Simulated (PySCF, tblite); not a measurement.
# C₅H₁₁BrSi: geometry, infrared bands and NMR shifts

Aim: predict the infrared bands and NMR shifts of C₅H₁₁BrSi (`C=CC[C@@H](C)[SiH2]Br`).

The runs use tblite 0.8.0 and PySCF 2.14.0, with density-fitted response routines of our own; the level of theory stands in each step. All values are computed, except where a source is named. Atoms count from 0, in the outputs and in this text.

### Step 1. The molecule as given

18 atoms, charge 0, multiplicity 1; geometry from: force field or distance geometry start.

Bonds of the start (Å): C0–C1 1.36, C1–C2 1.50, C2–C3 1.56, C3–C4 1.54, C3–Si5 1.91, Si5–Br6 2.21, C0–H7 1.09, C0–H8 1.08, C1–H9 1.07, C2–H10 1.10, C2–H11 1.10, C3–H12 1.08, C4–H13 1.10, C4–H14 1.09, C4–H15 1.10, Si5–H16 1.49, Si5–H17 1.48.

### Step 2. Relaxing the molecule with GFN2-xTB

Job settings and geometry (Å):

```
{"job": {"kind": "relax", "xc": "GFN2-xTB", "basis": "xTB"}, "charge": 0, "multiplicity": 1}
C      2.747700    -0.811800     0.014500
C      1.869200     0.141500    -0.381300
C      0.667400     0.535400     0.421100
C     -0.662900     0.325600    -0.365300
C     -0.908700    -1.174900    -0.636200
Si    -2.157100     1.155900     0.494300
Br    -2.487100     0.244400     2.483100
H      2.613300    -1.355800     0.945400
H      3.609500    -1.056100    -0.592100
H      2.050400     0.664100    -1.301300
H      0.770800     1.600100     0.666800
H      0.625800    -0.003200     1.375600
H     -0.582600     0.826400    -1.317500
H     -1.846600    -1.326400    -1.183500
H     -0.114800    -1.584100    -1.265600
H     -0.954300    -1.758400     0.293400
H     -1.876900     2.609300     0.670700
H     -3.371800     0.974500    -0.333600
```

Started as:

```bash
> OMP_NUM_THREADS=1 python probes_run.py task.json out
```

The driver reads the jobs from task.json and runs them one after another.

**Question.** This job is followed by: GFN2-xTB harmonic vibrations, gas phase; GIAO PBE0/pcSseg-1 NMR shielding, non-relativistic, gas phase. What will the session give for the following? strongest single infrared mode (GFN2-xTB); zero-point energy (GFN2-xTB); ¹³C shifts against TMS (PBE0/pcSseg-1); ¹H shifts against TMS (PBE0/pcSseg-1, means over atoms taken as alike); ²⁹Si shifts against TMS (PBE0/pcSseg-1); ⁷⁹Br shifts against HBr (PBE0/pcSseg-1).

**Answer**, as computed:

| quantity | value |
| --- | --- |
| strongest single infrared mode (GFN2-xTB) | 2318 cm⁻¹, 344 km/mol |
| zero-point energy (GFN2-xTB) | 89.7 kcal/mol |
| ¹³C shifts against TMS (PBE0/pcSseg-1) | 147.3, 124.5, 40.5, 23.4, 14.1 ppm |
| ¹H shifts against TMS (PBE0/pcSseg-1, means over atoms taken as alike) | 5.92, 5.50, 5.47, 5.24, 5.23, 2.48, 2.09, 1.16, 0.89 ppm |
| ²⁹Si shifts against TMS (PBE0/pcSseg-1) | -1.8 ppm |
| ⁷⁹Br shifts against HBr (PBE0/pcSseg-1) | -233 ppm |

What this shows: The optimisation took 48 steps and gained 0.124 eV; among the close pairs (by a distance rule), C0–C1 changed most, from 1.355 to 1.319 Å. No mode is imaginary among the 48: a minimum at this level. The strongest single mode, at 2318 cm⁻¹, moves mainly H16. GFN2-xTB is a fitted tight-binding method: band positions and strengths are rough. Its intensities can rank the bands wrongly. C1 (alkene CH) lies farthest downfield among carbon, at 147.3 ppm; the olefinic region. The most deshielded hydrogen is H9 (hydrogen on an alkene CH), at 5.92 ppm: a vinylic proton, deshielded by the sp2 carbon and the C=C anisotropy. At PBE0/pcSseg-1: The widest tensor belongs to C1: span 229 ppm, with a paramagnetic part of -217 ppm. Spin-orbit coupling is left out, which matters for shieldings and couplings at and beside the heavy atoms.
